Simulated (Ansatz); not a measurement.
# CH6BIOSi, SMILES OB([SiH3])CI: a ladder of methods at one geometry

With Ansatz's Python interface.

Notebook, run cell by cell (the value of a cell's last expression is shown):

```python
from pathlib import Path

import ansatz as az
import numpy as np
```

```python
config = {
    "basis": "def2-SVP",
}

GEOMETRY = """
O    -0.89880    1.58150    0.32370
B    -0.25110    0.37930    0.00140
Si    0.80480   -0.47240    1.35370
C    -0.30340   -0.25390   -1.44760
I     0.41370    1.06700   -2.92280
H    -1.83020    1.35460    0.65550
H     0.81480    0.32370    2.60710
H     0.35420   -1.80640    1.62150
H     2.23100   -0.55000    0.93780
H    -1.44460   -0.46060   -1.64040
H     0.17490   -1.21980   -1.46920
"""

mol = az.Crystal.molecule()
for line in GEOMETRY.strip().splitlines():
    symbol, *xyz = line.split()
    mol = mol.atom(symbol, [float(v) for v in xyz])
```

```python
calculation = mol.calculation().basis(gaussian=config["basis"])
```

```python
print("functional    E (Ha)        dipole (D)   HOMO (eV)  LUMO (eV)")
for name in ["revpbe", "r2scan0", "pbe", "hse06", "r2scan", "b3lyp"]:
    summary = calculation.functional(name).forces().orbitals().run(threads=1, runs_dir="runs").report
    lines = Path(summary["orbitals_path"]).read_text().splitlines()
    field_of = lambda key: [line.split("=")[1].strip() for line in lines if line.startswith(key)]
    orbitals = [(27.211386 * float(e), s, float(n)) for e, s, n in zip(field_of("Ene="), field_of("Spin="), field_of("Occup="))]
    homo = max(e for e, _, n in orbitals if n > 0.5)
    lumo = min(e for e, _, n in orbitals if n < 0.5)
    dipole = 4.803205 * np.linalg.norm(summary["charge_distribution"]["dipole_moment_e_ang"])
    print(f"{name:10s} {summary['free_energy_ev'] / 27.211386246:14.6f} {dipole:9.3f} {homo:11.3f} {lumo:10.3f}")
```

    functional    E (Ha)        dipole (D)   HOMO (eV)  LUMO (eV)
    revpbe        -728.715999     2.509      -5.693     -2.800
    r2scan0       -728.745125     2.743      -7.193     -1.911
    pbe           -728.435116     2.521      -5.733     -2.881
    hse06         -728.491213     2.653      -6.602     -2.393
    r2scan        -728.788910     2.668      -6.052     -2.710
    b3lyp         -728.903022     2.594      -6.736     -2.129

Total energies depend on the basis set; only differences at equal settings carry meaning. The geometry is a force-field or estimated start, not a minimum of this method, and the basis set is short of its limit. A lower total doesn't mark the better method: functionals have no common bound, and MP2 and coupled cluster aren't variational. def2 sets replace the cores of elements past krypton by effective core potentials. b3lyp holds the VWN-RPA fit, as in Gaussian; the form of ORCA and Turbomole is b3lyp5. Levels such as HOMO and LUMO are orbital energies: with these approximate functionals they aren't the ionisation energy and electron affinity, and their gap isn't the fundamental gap. hse06 follows the composition of plane-wave codes, whose totals differ by tens of mHa, up to about 0.1 Ha, from the form usual in Gaussian-basis programs (wpbeh). Hardware and time: 36 s on 1 thread of Intel(R) Xeon(R) Platinum 8375C CPU @ 2.90GHz (Ice Lake), with other jobs on the host, peak memory 0.38 GiB.

(Lines on the test bed's own set-up are left out of the output.)
